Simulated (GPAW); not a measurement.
YbN:

```
CELL_PARAMETERS angstrom
0.00000 2.65285 2.65285
2.65285 0.00000 2.65285
2.65285 2.65285 0.00000
ATOMIC_POSITIONS crystal
Yb 0.00000 0.00000 0.00000
N 0.25000 0.25000 0.25000
```

The cell comes from a database or a generator and needn't be the stable form of this composition.

Base run:

```yaml
Program: GPAW 26.7.0
Functional: PBE
Potentials_or_basis: GPAW PAW data sets (gpaw-data 1.2.1)
Cutoff: 600 eV
Basis: pw
k_mesh: 6 × 6 × 6
Occupations: gaussian, width 0.05 eV
Spin: collinear spin, ferromagnetic start
Starting_moments: "[1.0, 0.0] μB"
Hubbard_terms: Yb f U = 2.5 eV
```

Its results: pressure -7.0 GPa; site moments Yb +0.57; N +0.16 μB.

Q: The run is repeated on the same cell with these changes: hubbard terms from Yb f U = 2.5 eV to Yb f U = 4 eV; fixed moment from none to 1 μB. What comes out?

A: Pressure -6.0 GPa; site moments Yb +0.53; N +0.18 μB.

Caveats: the cutoff is short for stress and forces, so pressures can be off by a GPa or more; one-centre terms of the f shell are cut off; the total moment is fixed, so each spin has its own Fermi level (some runs).
